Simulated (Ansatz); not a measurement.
# C2H6SSi: one species, many methods

One table from this session's results is given with a row withheld; the runs are named, their logs left out.

Program: Ansatz 0.2.0, Gaussian basis. Level of theory: functionals in def2-TZVPP, the program's frozen cores in correlated methods. These are calculated values, not measurements.

The runs, in order: PBE-D4, r2SCAN-D4, PBE0-D4, B3LYP-D4, ωB97X-V, ωB97M-V, B2PLYP; CCSD(T)/def2-TZVPP; CCSD(T)/def2-QZVPP; extrapolation to the limit.

## The relaxed structure

An earlier PBE0-D4 in a triple-zeta def2 set relaxation fixed the geometry.

SMILES `C[Si]SC`, 10 atoms, charge 0, spin multiplicity 1.

Atoms are counted from 1 here; the program's logs count them from 0.

Bond lengths: C1–Si2 1.903 Å, C1–H5 1.096 Å, C1–H6 1.096 Å, C1–H7 1.091 Å, Si2–S3 2.109 Å, S3–C4 1.811 Å, C4–H8 1.091 Å, C4–H9 1.090 Å, C4–H10 1.090 Å. Angles: Si2–C1–H5 108.1°, Si2–C1–H6 108.3°, Si2–C1–H7 116.5°, H5–C1–H6 105.8°, H5–C1–H7 108.8°, H6–C1–H7 108.8°, C1–Si2–S3 96.6°, Si2–S3–C4 103.4°, S3–C4–H8 110.3°, S3–C4–H9 109.1°, S3–C4–H10 109.1°, H8–C4–H9 109.6°, H8–C4–H10 109.6°, H9–C4–H10 109.2°.

Set-up of the first run:

File in.yaml:

```yaml
crystal:
  periodic: [false, false, false]
  atoms:
    - {symbol: C, position_ang: [0.601532, 2.193538, 0.069051]}
    - {symbol: Si, position_ang: [-0.735119, 0.844299, 0.184355]}
    - {symbol: S, position_ang: [0.546609, -0.797275, -0.144911]}
    - {symbol: C, position_ang: [-0.568950, -2.222776, -0.075604]}
    - {symbol: H, position_ang: [0.319452, 2.884497, -0.734208]}
    - {symbol: H, position_ang: [0.575575, 2.782708, 0.993114]}
    - {symbol: H, position_ang: [1.624099, 1.853544, -0.103389]}
    - {symbol: H, position_ang: [-1.591489, -1.894551, 0.114745]}
    - {symbol: H, position_ang: [-0.526875, -2.754233, -1.025861]}
    - {symbol: H, position_ang: [-0.244823, -2.889741, 0.722707]}
basis:
  gaussian: {orbitals: def2-TZVPP}
hamiltonian: {xc: pbe, dispersion: d4}
output: {forces: true, orbitals: {seedname: orbitals}}
```

The run is started by

```sh
ansatz run in.yaml --threads 2 --pin off --events-out ev --progress --plain --max-ram 32768MiB --backend cpu
```

Steps of the session up to this table: PBE-D4 (GGA); r2SCAN-D4 (meta-GGA); PBE0-D4 (hybrid); B3LYP-D4 (hybrid); ωB97X-V (range-separated); ωB97M-V (range-separated); B2PLYP (double hybrid); CCSD(T) in def2-TZVPP; CCSD(T) in def2-QZVPP.

One table of the session follows, with a row left open; its other results are not shown here.

```
            method  atomisation energy (kcal/mol)
            PBE-D4                          866.2
         r2SCAN-D4                          853.6
           PBE0-D4                          854.6
          B3LYP-D4                          851.4
           ωB97X-V                          853.4
           ωB97M-V                          856.3
            B2PLYP                          840.4
     HF/def2-TZVPP                          627.3
    MP2/def2-TZVPP                              ?
   CCSD/def2-TZVPP                          816.2
CCSD(T)/def2-TZVPP                          828.7
           MP2/CBS                          857.4
       CCSD(T)/CBS                          850.8
```

Q: Estimate the row for MP2/def2-TZVPP from the others.

As computed: atomisation energy (kcal/mol): 835.0. In the column «atomisation energy (kcal/mol)» it lies between CCSD(T)/def2-TZVPP (828.7) and B2PLYP (840.4).
